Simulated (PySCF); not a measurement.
**C2H7BP2 (SMILES C=CB(P)P) at 4 levels**

Aim: a comparison of 4 runs (HF/STO-3G, HF/3-21G, B3LYP/3-21G, PBE0/def2-SVP) of C2H7BP2. The job is set up through a Python script.

Program for the calculation: PySCF 2.14.0.

### Step 1. The system as given

C2H7BP2: 12 atoms, total charge 0, spin state singlet. SMILES: `C=CB(P)P`. The coordinates come from a GFN2-xTB relaxation. This is one conformer, not always the lowest.

Bond lengths: C1–C2 1.333 Å, C2–B3 1.551 Å, B3–P4 1.888 Å, B3–P5 1.888 Å, C1–H6 1.081 Å, C1–H7 1.079 Å, C2–H8 1.087 Å, P4–H9 1.381 Å, P4–H10 1.384 Å, P5–H11 1.383 Å, P5–H12 1.382 Å. Some angles: C1–C2–B3 124.3°, C2–B3–P4 120.6°, C2–B3–P5 118.5°, P4–B3–P5 119.4°, C1–C2–H8 117.2°, B3–C2–H8 118.5°, C2–C1–H6 121.0°, C2–C1–H7 122.9°, B3–P4–H9 100.0°, B3–P4–H10 100.1°.

### Step 2. Energy and forces at HF/STO-3G (run 1)

File calc.py:

```python
import pyscf.grad
from pyscf import gto, scf

mol = gto.M(
    atom='''
C     -3.277352     1.372981     1.817671
C     -1.513519     1.648805     0.041857
B      0.887000    -0.017877    -0.171644
P      1.244800    -2.952640     1.825967
P      3.734779     1.309618    -1.860171
H     -3.142482    -0.111399     3.214046
H     -4.891405     2.608937     1.978203
H     -1.757408     3.191369    -1.292554
H     -1.026272    -4.131017     1.312509
H      2.636659    -4.451514     0.197476
H      4.568696    -0.817552    -3.129934
H      2.536485     2.350271    -3.933446
''',
    spin=0,
    verbose=4,
    max_memory=1860,
    basis='sto-3g',
    unit='bohr',
)

mf = scf.RHF(mol)
mf.conv_tol = 1e-10
mf.kernel()
if not mf.converged:
    mf = mf.newton().run(mf.mo_coeff, mf.mo_occ)

e_final = mf.e_tot
print('E(%s) = %.9f' % ('HF', e_final))
grad = mf.Gradients().kernel()
mf.analyze()
```

Launch:

```
$ OMP_NUM_THREADS=1 python calc.py
```

Output:

```text
PySCF version 2.14.0

[... 82 lines left out ...]
Total Energy =                        -777.051677523460512
[... 4 lines left out ...]
DFT Exchange-Correlation Energy =      -62.415390815275487
[... 6 lines left out ...]
MO #5   energy= -7.37191167459482  occ= 2
[... 4 lines left out ...]
MO #10  energy= -5.04776616241146  occ= 2
[... 4 lines left out ...]
MO #15  energy= -0.829793551459758 occ= 2
[... 4 lines left out ...]
MO #20  energy= -0.503399962194228 occ= 2
[... 4 lines left out ...]
MO #25  energy= -0.340169037408865 occ= 2
[... 4 lines left out ...]
MO #30  energy= 0.465467482733905  occ= 0
[... 4 lines left out ...]
MO #35  energy= 0.626848774601287  occ= 0
[... 4 lines left out ...]
MO #40  energy= 1.0196307522652    occ= 0
[... 16 lines left out ...]
pop of  2 B 2pz           0.48026
pop of  3 P 1s            1.99999
pop of  3 P 2s            1.99874
pop of  3 P 3s            1.56502
pop of  3 P 2px           1.99899
pop of  3 P 2py           1.99894
pop of  3 P 2pz           1.99926
pop of  3 P 3px           0.88290
pop of  3 P 3py           0.92917
pop of  3 P 3pz           1.37161
pop of  4 P 1s            1.99999
pop of  4 P 2s            1.99874
pop of  4 P 3s            1.56585
pop of  4 P 2px           1.99912
pop of  4 P 2py           1.99907
pop of  4 P 2pz           1.99900
pop of  4 P 3px           1.14552
pop of  4 P 3py           1.01682
pop of  4 P 3pz           1.02016
pop of  5 H 1s            0.96393
pop of  6 H 1s            0.96192
pop of  7 H 1s            0.97595
pop of  8 H 1s            1.09680
pop of  9 H 1s            1.10082
pop of  10 H 1s           1.09988
pop of  11 H 1s           1.09891
 ** Mulliken atomic charges  **
charge of    0C =     -0.04313
charge of    1C =     -0.10508
charge of    2B =     -0.06467
charge of    3P =      0.25537
charge of    4P =      0.25573
charge of    5H =      0.03607
charge of    6H =      0.03808
charge of    7H =      0.02405
charge of    8H =     -0.09680
charge of    9H =     -0.10082
charge of   10H =     -0.09988
charge of   11H =     -0.09891
Dipole moment(X, Y, Z, Debye): -0.98686, -0.28427, -0.66736
```

It took 5.4 s on 1 thread of Intel Xeon at 2.70GHz, shared host; peak memory 0.12 GiB.

### Step 3. Energy and gradient at HF/3-21G (run 2)

File job.py:

```python
from pyscf import gto

mol = gto.Mole()
mol.atom = '''
C     -3.277352     1.372981     1.817671
C     -1.513519     1.648805     0.041857
B      0.887000    -0.017877    -0.171644
P      1.244800    -2.952640     1.825967
P      3.734779     1.309618    -1.860171
H     -3.142482    -0.111399     3.214046
H     -4.891405     2.608937     1.978203
H     -1.757408     3.191369    -1.292554
H     -1.026272    -4.131017     1.312509
H      2.636659    -4.451514     0.197476
H      4.568696    -0.817552    -3.129934
H      2.536485     2.350271    -3.933446
'''
mol.verbose = 4
mol.unit = 'bohr'
mol.basis = '3-21g'
mol.charge = 0
mol.max_memory = 1860
mol.build()

myscf = mol.RHF()
myscf.conv_tol = 1e-10
myscf.kernel()
if not myscf.converged:
    myscf = myscf.newton().run(myscf.mo_coeff, myscf.mo_occ)

energy = myscf.e_tot
print(f'total energy: {energy:.8f} hartree')
grad = myscf.nuc_grad_method().kernel()
dip = myscf.dip_moment()
pop, q = myscf.mulliken_pop()
```

Launch:

```
$ OMP_NUM_THREADS=1 python job.py
```

Output:

```text
PySCF version 2.14.0

[... 68 lines left out ...]
converged SCF energy = -781.865403617908
total energy: -781.86540362 hartree
[... 11 lines left out ...]
Dipole moment(X, Y, Z, Debye): -2.24857, -0.24468, -1.23061
[... 41 lines left out ...]
pop of  4 P 1s            1.99857
pop of  4 P 2s            1.97196
pop of  4 P 3s            0.78569
pop of  4 P 4s            1.00474
pop of  4 P 2px           1.95882
pop of  4 P 2py           1.95719
pop of  4 P 2pz           1.95745
pop of  4 P 3px           0.68229
pop of  4 P 3py           0.62674
pop of  4 P 3pz           0.63985
pop of  4 P 4px           0.49638
pop of  4 P 4py           0.42291
pop of  4 P 4pz           0.39440
pop of  5 H 1s            0.47701
pop of  5 H 2s            0.29629
pop of  6 H 1s            0.47582
pop of  6 H 2s            0.29271
pop of  7 H 1s            0.46922
pop of  7 H 2s            0.31418
pop of  8 H 1s            0.44582
pop of  8 H 2s            0.56264
pop of  9 H 1s            0.44578
pop of  9 H 2s            0.57210
pop of  10 H 1s           0.44567
pop of  10 H 2s           0.56942
pop of  11 H 1s           0.44602
pop of  11 H 2s           0.56990
 ** Mulliken atomic charges  **
charge of    0C =     -0.38263
charge of    1C =     -0.57325
charge of    2B =      0.13075
charge of    3P =      0.10468
charge of    4P =      0.10301
charge of    5H =      0.22670
charge of    6H =      0.23147
charge of    7H =      0.21661
charge of    8H =     -0.00846
charge of    9H =     -0.01788
charge of   10H =     -0.01508
charge of   11H =     -0.01592
```

Run time: 3.9 s. Hardware: 1 thread of Intel Xeon at 2.70GHz, shared host; peak memory 0.14 GiB.

### Step 4. Energy and gradient at B3LYP/3-21G (run 3)

File mol.xyz:

```xyz
12

C     -1.734300     0.726550     0.961870
C     -0.800920     0.872510     0.022150
B      0.469380    -0.009460    -0.090830
P      0.658720    -1.562470     0.966260
P      1.976360     0.693020    -0.984360
H     -1.662930    -0.058950     1.700800
H     -2.588420     1.380590     1.046820
H     -0.929980     1.688800    -0.683990
H     -0.543080    -2.186040     0.694550
H      1.395260    -2.355640     0.104500
H      2.417650    -0.432630    -1.656290
H      1.342250     1.243710    -2.081490
```

File input.py:

```python
import pyscf.grad
from pyscf import gto, dft

mol = gto.M(
    atom='mol.xyz',
    charge=0,
    max_memory=1860,
    verbose=4,
    basis='3-21g',
    spin=0,
)

myscf = dft.RKS(mol, xc='b3lyp')
myscf.grids.level = 5
myscf.conv_tol = 1e-10
myscf.kernel()
if not myscf.converged:
    myscf = myscf.newton().run(myscf.mo_coeff, myscf.mo_occ)

e_final = myscf.e_tot
print('E(%s) = %.9f' % ('B3LYP', e_final))
grad = myscf.Gradients().kernel()
myscf.analyze()
```

Launch:

```
$ OMP_NUM_THREADS=1 python input.py
```

Output:

```text
PySCF version 2.14.0

[... 97 lines left out ...]
One-electron Energy =                -1559.388353021479361
[... 8 lines left out ...]
MO #4   energy= -10.1224994337426  occ= 2
[... 6 lines left out ...]
MO #11  energy= -4.65926093972876  occ= 2
[... 6 lines left out ...]
MO #18  energy= -0.49695380057876  occ= 2
[... 6 lines left out ...]
MO #25  energy= -0.308338668094056 occ= 2
[... 6 lines left out ...]
MO #32  energy= 0.0936323992915189 occ= 0
[... 6 lines left out ...]
MO #39  energy= 0.262117256202058  occ= 0
[... 6 lines left out ...]
MO #46  energy= 0.494729961302188  occ= 0
[... 6 lines left out ...]
MO #53  energy= 0.76196168478938   occ= 0
[... 6 lines left out ...]
MO #60  energy= 1.03709066795978   occ= 0
[... 6 lines left out ...]
MO #67  energy= 1.83544936116408   occ= 0
[... 43 lines left out ...]
pop of  4 P 2s            1.99757
pop of  4 P 3s            1.49801
pop of  4 P 4s            0.00419
pop of  4 P 2px           1.99951
pop of  4 P 2py           1.99952
pop of  4 P 2pz           1.99951
pop of  4 P 3px           1.23247
pop of  4 P 3py           1.11316
pop of  4 P 3pz           1.09074
pop of  4 P 4px           0.00821
pop of  4 P 4py           0.01020
pop of  4 P 4pz           0.01165
pop of  5 H 1s            0.88387
pop of  5 H 2s            0.01094
pop of  6 H 1s            0.87837
pop of  6 H 2s            0.01156
pop of  7 H 1s            0.88972
pop of  7 H 2s            0.01015
pop of  8 H 1s            0.97473
pop of  8 H 2s            0.00678
pop of  9 H 1s            0.97913
pop of  9 H 2s            0.00638
pop of  10 H 1s           0.97930
pop of  10 H 2s           0.00658
pop of  11 H 1s           0.97864
pop of  11 H 2s           0.00660
 ** Mulliken atomic charges  **
charge of    0C =     -0.14921
charge of    1C =     -0.17297
charge of    2B =     -0.11403
charge of    3P =      0.02369
charge of    4P =      0.03528
charge of    5H =      0.10519
charge of    6H =      0.11007
charge of    7H =      0.10013
charge of    8H =      0.01849
charge of    9H =      0.01449
charge of   10H =      0.01412
charge of   11H =      0.01476
Dipole moment(X, Y, Z, Debye): -1.88229, -0.36573, -1.35801
```

Wall time 26 s (1 thread of Intel Xeon at 2.70GHz, shared host); peak memory 0.68 GiB.

### Step 5. Energy and gradient at PBE0/def2-SVP (run 4)

File job.py:

```python
# C=CB(P)P
from pyscf import gto, dft

mol = gto.M(
    atom='''
C     -3.277352     1.372981     1.817671
C     -1.513519     1.648805     0.041857
B      0.887000    -0.017877    -0.171644
P      1.244800    -2.952640     1.825967
P      3.734779     1.309618    -1.860171
H     -3.142482    -0.111399     3.214046
H     -4.891405     2.608937     1.978203
H     -1.757408     3.191369    -1.292554
H     -1.026272    -4.131017     1.312509
H      2.636659    -4.451514     0.197476
H      4.568696    -0.817552    -3.129934
H      2.536485     2.350271    -3.933446
''',
    unit='bohr',
    max_memory=1860,
    spin=0,
    verbose=3,
    basis='def2-svp',
)

calc0 = dft.RKS(mol, xc='pbe0')
calc0.grids.level = 5
calc0.conv_tol = 1e-10
calc0.kernel()
if not calc0.converged:
    calc0 = calc0.newton().run(calc0.mo_coeff, calc0.mo_occ)

e_final = calc0.e_tot
print('E(%s) = %.9f' % ('PBE0', e_final))
grad = calc0.nuc_grad_method().kernel()
calc0.analyze()
```

Launch:

```
$ OMP_NUM_THREADS=1 python job.py
```

Output:

```text
converged SCF energy = -787.264205607053
[... 12 lines left out ...]
MO #3   energy= -10.2550351929865  occ= 2
[... 9 lines left out ...]
MO #13  energy= -4.73392062370692  occ= 2
[... 9 lines left out ...]
MO #23  energy= -0.348816697139829 occ= 2
[... 9 lines left out ...]
MO #33  energy= 0.0807027156963733 occ= 0
[... 9 lines left out ...]
MO #43  energy= 0.340825935379983  occ= 0
[... 9 lines left out ...]
MO #53  energy= 0.519734059522701  occ= 0
[... 9 lines left out ...]
MO #63  energy= 0.701169259091585  occ= 0
[... 9 lines left out ...]
MO #73  energy= 0.987695940056469  occ= 0
[... 9 lines left out ...]
MO #83  energy= 1.4554911836263    occ= 0
[... 9 lines left out ...]
MO #93  energy= 1.73816105715139   occ= 0
[... 9 lines left out ...]
MO #103 energy= 2.21580457649406   occ= 0
[... 9 lines left out ...]
MO #113 energy= 3.26521443391341   occ= 0
[... 13 lines left out ...]
Dipole moment(X, Y, Z, Debye): -1.50558, -0.20244, -0.93133
```

It took 54 s on 1 thread of Intel Xeon at 2.70GHz, shared host; peak memory 1.2 GiB.

### Step 6. The series

```csv
run,level,integration grid,energy (Eh),dipole moment (D),HOMO energy (eV),LUMO energy (eV),wall time
1,HF/STO-3G,–,-777.051678,1.22,-6.77,5.51,5.4 s
2,HF/3-21G,–,-781.865404,2.57,-9.37,1.55,3.9 s
3,B3LYP/3-21G,5,-783.906696,2.35,-6.56,-1.97,26 s
4,PBE0/def2-SVP,5,-787.264206,1.78,-6.87,-2.02,54 s
```

### Step 7. What came out

| quantity | value |
| --- | --- |
| run 4: total energy | -787.26421 Eh |
| run 4: dipole moment | 1.78 D |
| run 4: HOMO energy | -6.87 eV |
| run 4: LUMO energy | -2.02 eV |
| run 4: HOMO–LUMO gap | 4.86 eV |
| run 4: largest force on an atom | 1.025 eV/Å |

**Reading.** The dipole moment (its size) runs from 1.22 D (HF/STO-3G) to 2.57 D (HF/3-21G). The HOMO–LUMO gap runs from 4.59 eV (B3LYP/3-21G) to 12.28 eV (HF/STO-3G). The two ends differ in method and basis. Totals of different functionals can't be ranked against each other. In run 1 the basis is minimal, so the values are rough. All runs together took 89 s, the longest 54 s.
